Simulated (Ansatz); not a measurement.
# MgB (CsCl type): how the settings move a relaxation

How sensitive is a relaxation of MgB (CsCl type) to its settings? A reference run comes first, then one run with altered input.

Method: reference: DFT, PBE, PAW with Ansatz's default frozen-core files, scalar-relativistic, in Ansatz 0.2.0.

## 1. Starting point

Symmetry: Pm-3m, No. 221, cubic system. Conventional cell: a = 2.941 Å, b = 2.941 Å, c = 2.941 Å, α = 90.00°, β = 90.00°, γ = 90.00°. B (site symmetry m-3m) is surrounded by 8 Mg at 2.55 Å. Around Mg (site symmetry m-3m) lie 8 B at 2.55 Å.

Coordinates:

```cif
data_structure
_symmetry_space_group_name_H-M 'P 1'
_symmetry_Int_Tables_number 1
_cell_length_a 2.9412
_cell_length_b 2.9412
_cell_length_c 2.9412
_cell_angle_alpha 90.000
_cell_angle_beta 90.000
_cell_angle_gamma 90.000
_cell_volume 25.44
loop_
_atom_site_label
_atom_site_type_symbol
_atom_site_fract_x
_atom_site_fract_y
_atom_site_fract_z
_atom_site_occupancy
B1 B 0.00000 0.00000 0.00000 1
Mg1 Mg 0.50000 0.50000 0.50000 1
```

## 2. Baseline

File input.yaml:

```yaml
crystal:
  lattice:
    - [2.9412494364, 0.0, 0.0]
    - [0.0, 2.9412494364, 0.0]
    - [0.0, 0.0, 2.9412494364]
  atoms:
    - { symbol: B, position: [0.0, 0.0, 0.0] }
    - { symbol: Mg, position: [0.5, 0.5, 0.5] }
kpoints:
  mp_grid: { grid: [11, 11, 11] }
scf:
  occupations: { method: fermi_dirac, width: 0.05 }
hamiltonian:
  xc: pbe
  pseudopotentials: { kind: paw }
output:
  forces: true
  stress: true
relax:
  f_tol: 0.005
  max_steps: 80
  cell: {}
```

Command:

```sh
ansatz run input.yaml --threads 1 --pin off --max-ram 2048MiB --backend cpu --events-out ev --progress --plain --runs-dir out
```

## 3. Changed: xc r2scan, accuracy low

input.yaml: that of step 2 with these lines changed.

```diff
@@ -13,3 +13,3 @@
 hamiltonian:
-  xc: pbe
+  xc: r2scan
   pseudopotentials: { kind: paw }
@@ -22 +22,2 @@
   cell: {}
+accuracy: low
```

Q: Predict the outcome of this session. Wanted: for each run, ending; energy change; pressure; gap; force.

The runs gave:

```tsv
run	ending	energy change	pressure (GPa)	gap (eV)	force (eV/Å)	cycles	time
reference	converged	-	0.0	0.00	0.00	18	12 s
1: xc r2scan, accuracy low	converged	not comparable	0.0	0.00	0.00	22	26 s
```

What this shows: After a change of functional the difference of the totals has no physical meaning; the final volume goes from 24.22 to 23.95 Å³. The accuracy level changed too. Cost: 22 SCF cycles against 18, 26 s against 12 s.
